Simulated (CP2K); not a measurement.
WS:

```xyz
2
Lattice="3.0079 0.0000 0.0000 0.0000 3.0079 0.0000 0.0000 0.0000 3.0079" Properties=species:S:1:pos:R:3 pbc="T T T"
W     1.5039    1.5039    1.5039
S     0.0000    0.0000    0.0000
```

The cell was built by a generator and needn't be a form met in nature.

Base run:

| Quantity | Value |
| --- | --- |
| Program | CP2K 2026.2 |
| Functional | PBE |
| Potentials or basis | POTENTIAL_UZH W GTH-PBE-q14, S GTH-PBE-q6; TZVP-MOLOPT-PBE-GTH basis |
| Density cutoff | 6123 eV |
| k mesh | 9 × 9 × 9 |
| Occupations | fermi-dirac, width 0.05 eV |
| Spin | no spin polarisation |

Its results: band gap on the k mesh none (metal or under the smearing width); pressure -1.4 GPa.

Question: The run is repeated on the same cell with these changes: functional from PBE to PBEsol; eps_default from 1.0E-10 to 1.0E-9. What comes out?

Answer: Band gap on the k mesh none (metal or under the smearing width); pressure -7.8 GPa.

Caveats: the basis of atomic orbitals isn't converged, which shifts pressures, moduli and gaps; the potentials were made for another functional, which shifts forces and pressure (some runs).

Not every run made on this cell is shown here.
